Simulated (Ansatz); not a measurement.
**C₂HClFIn: one species, many methods**

An exercise on one series of results from a longer session: the logs are not shown, and one member is left open.

Computed with Ansatz 0.2.0, Gaussian basis. Level: functionals in def2-TZVPP, the program's frozen cores in correlated methods.

Levels to be run: LDA (SPW92), PBE-D4, revPBE-D4, BLYP-D4, r2SCAN-D4, B97M-V, PBE0-D4, B3LYP-D4, r2SCANh-D4, r2SCAN0-D4, HSE06-D4, BHLYP-D4, CAM-B3LYP-D4, LC-ωPBE, ωB97X-V, ωB97M-V, B2PLYP, PBE-QIDH; CCSD(T)/def2-SVP; CCSD(T)/def2-TZVPP; MP2/def2-QZVPP; extrapolation to the limit; RPA on PBE.

### Structure used throughout

An earlier PBE0-D4 in a triple-zeta def2 set relaxation fixed the geometry. In takes the def2 core potential; no spin-orbit term is included.

SMILES `C#[C][In]([F])[Cl]`, 6 atoms, charge 0, spin multiplicity 1.

Atoms are counted from 1 here; the program's logs count them from 0.

Bond lengths: C1–C2 1.206 Å, C1–H6 1.067 Å, C2–In3 2.048 Å, In3–F4 1.933 Å, In3–Cl5 2.293 Å. Angles: C2–C1–H6 179.8°, C1–C2–In3 179.4°, C2–In3–F4 120.7°, C2–In3–Cl5 127.6°, F4–In3–Cl5 111.7°.

The first run:

in.yaml reads:

```yaml
crystal:
  periodic: [false, false, false]
  atoms:
    - {symbol: C, position_ang: [1.088289, 0.340342, 1.700771]}
    - {symbol: C, position_ang: [0.438877, 0.120069, 0.708687]}
    - {symbol: In, position_ang: [-0.655837, -0.235726, -0.984702]}
    - {symbol: F, position_ang: [-1.773649, -1.806590, -1.123714]}
    - {symbol: Cl, position_ang: [-0.759172, 1.049481, -2.880924]}
    - {symbol: H, position_ang: [1.661502, 0.532424, 2.579872]}
basis:
  gaussian: {orbitals: def2-TZVPP}
hamiltonian: {xc: lda}
output: {orbitals: {seedname: orbitals}}
```

Steps of the session up to this table: LDA; PBE-D4 (GGA); revPBE-D4 (GGA); BLYP-D4 (GGA); r2SCAN-D4 (meta-GGA); B97M-V (meta-GGA); PBE0-D4 (hybrid); B3LYP-D4 (hybrid); r2SCANh-D4 (hybrid); r2SCAN0-D4 (hybrid); HSE06-D4 (hybrid); BHLYP-D4 (hybrid); CAM-B3LYP-D4 (range-separated); LC-ωPBE (range-separated); ωB97X-V (range-separated); ωB97M-V (range-separated); B2PLYP (double hybrid); PBE-QIDH (double hybrid).

One table of the session follows, with a row left open; its other results are not shown here.

It belongs to the step «Frontier levels by functional». 

```
  functional  HOMO (eV)  LUMO (eV)  gap (eV)
 LDA (SPW92)          ?          ?         ?
      PBE-D4      -7.71      -2.88      4.83
   revPBE-D4      -7.62      -2.74      4.88
     BLYP-D4      -7.53      -2.86      4.67
   r2SCAN-D4      -7.96      -2.62      5.34
      B97M-V      -7.90      -2.71      5.18
     PBE0-D4      -8.96      -1.98      6.98
    B3LYP-D4      -8.69      -2.29      6.41
  r2SCANh-D4      -8.43      -2.28      6.15
  r2SCAN0-D4      -9.14      -1.86      7.28
    HSE06-D4      -8.55      -2.35      6.20
    BHLYP-D4     -10.02      -1.28      8.74
CAM-B3LYP-D4     -10.33      -1.13      9.21
     LC-ωPBE     -11.80       0.06     11.86
     ωB97X-V     -11.36      -0.08     11.28
     ωB97M-V     -11.23      -0.30     10.93
```

Q: Estimate the row for LDA (SPW92) from the others.

The run gave: HOMO (eV): -7.94; LUMO (eV): -3.20; gap (eV): 4.74. In the column «HOMO (eV)» it lies between r2SCAN-D4 (-7.96) and B97M-V (-7.90).
